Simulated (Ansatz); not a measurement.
# CH6Cl2GaN: how energies converge with the basis set

One table from this session's results is given with a row withheld; the runs are named, their logs left out.

Computed with Ansatz 0.2.0, Gaussian basis. Level: one geometry, several basis sets.

The runs, in order: PBE0-D4/def2-SVP; ωB97M-V/def2-SVP; PBE0-D4/def2-QZVPP; ωB97M-V/def2-QZVPP; the functionals' def2-TZVPP values are taken from earlier runs.

### Structure used throughout

All runs share one geometry, relaxed beforehand with PBE0-D4 in a triple-zeta def2 set.

11 atoms, charge 0, spin multiplicity 1.

Atoms are counted from 1 here; the program's logs count them from 0.

Bond lengths: C1–Ga2 1.957 Å, C1–H6 1.091 Å, C1–H7 1.092 Å, C1–H8 1.092 Å, Ga2–N3 2.103 Å, Ga2–Cl4 2.187 Å, Ga2–Cl5 2.187 Å, N3–H9 1.016 Å, N3–H10 1.015 Å, N3–H11 1.014 Å. Angles: Ga2–C1–H6 109.6°, Ga2–C1–H7 110.9°, Ga2–C1–H8 110.9°, H6–C1–H7 108.1°, H6–C1–H8 108.1°, H7–C1–H8 109.2°, C1–Ga2–N3 109.1°, C1–Ga2–Cl4 119.1°, C1–Ga2–Cl5 119.1°, N3–Ga2–Cl4 95.4°, N3–Ga2–Cl5 95.4°, Cl4–Ga2–Cl5 112.4°, Ga2–N3–H9 105.7°, Ga2–N3–H10 112.8°, Ga2–N3–H11 112.9°, H9–N3–H10 108.0°, H9–N3–H11 108.0°, H10–N3–H11 109.2°.

Geometry (Å):

```
C    -1.6488    0.2617    0.5721
Ga   -0.0511    0.5692   -0.5148
N     1.4391   -0.8039    0.0461
Cl   -0.0734   -0.0006   -2.6259
Cl    1.1611    2.3514   -0.1449
H    -2.4258    0.9738    0.2901
H    -2.0392   -0.7454    0.4144
H    -1.4310    0.4008    1.6327
H     2.2363   -0.6026   -0.5501
H     1.7326   -0.6930    1.0109
H     1.1656   -1.7682   -0.1103
```

The first run:

in.yaml

```yaml
crystal:
  periodic: [false, false, false]
  atoms:
    - {symbol: C, position_ang: [-1.648766, 0.261655, 0.572142]}
    - {symbol: Ga, position_ang: [-0.051103, 0.569210, -0.514756]}
    - {symbol: N, position_ang: [1.439146, -0.803918, 0.046104]}
    - {symbol: Cl, position_ang: [-0.073402, -0.000604, -2.625866]}
    - {symbol: Cl, position_ang: [1.161071, 2.351374, -0.144903]}
    - {symbol: H, position_ang: [-2.425817, 0.973831, 0.290129]}
    - {symbol: H, position_ang: [-2.039166, -0.745430, 0.414408]}
    - {symbol: H, position_ang: [-1.431024, 0.400816, 1.632700]}
    - {symbol: H, position_ang: [2.236261, -0.602562, -0.550066]}
    - {symbol: H, position_ang: [1.732593, -0.693031, 1.010894]}
    - {symbol: H, position_ang: [1.165607, -1.768243, -0.110287]}
basis:
  gaussian: {orbitals: def2-SVP}
hamiltonian: {xc: pbe0, dispersion: d4}
output: {orbitals: {seedname: orbitals}}
```

Run with:

```sh
> ansatz run in.yaml --threads 4 --pin off --events-out ev --progress --plain --max-ram 11315MiB
```

Steps of the session up to this table: PBE0-D4 in def2-SVP; ωB97M-V in def2-SVP; PBE0-D4 in def2-QZVPP; ωB97M-V in def2-QZVPP.

One table of the session follows, with a row left open; its other results are not shown here.

It belongs to the step «Density functionals: the series». 

| functional | basis | HOMO (eV) | LUMO (eV) |
| --- | --- | --- | --- |
| PBE0-D4 | def2-SVP | -7.75 | 0.21 |
| PBE0-D4 | def2-TZVPP | -7.94 | -0.33 |
| PBE0-D4 | def2-QZVPP | -7.99 | -0.58 |
| ωB97M-V | def2-SVP | -9.92 | 1.80 |
| ωB97M-V | def2-TZVPP | ? | ? |
| ωB97M-V | def2-QZVPP | -10.20 | 0.68 |

Q: Estimate the row for ωB97M-V, def2-TZVPP from the others.

The run gave: HOMO (eV): -10.14; LUMO (eV): 1.08. In the column «HOMO (eV)» it lies between ωB97M-V, def2-QZVPP (-10.20) and ωB97M-V, def2-SVP (-9.92).
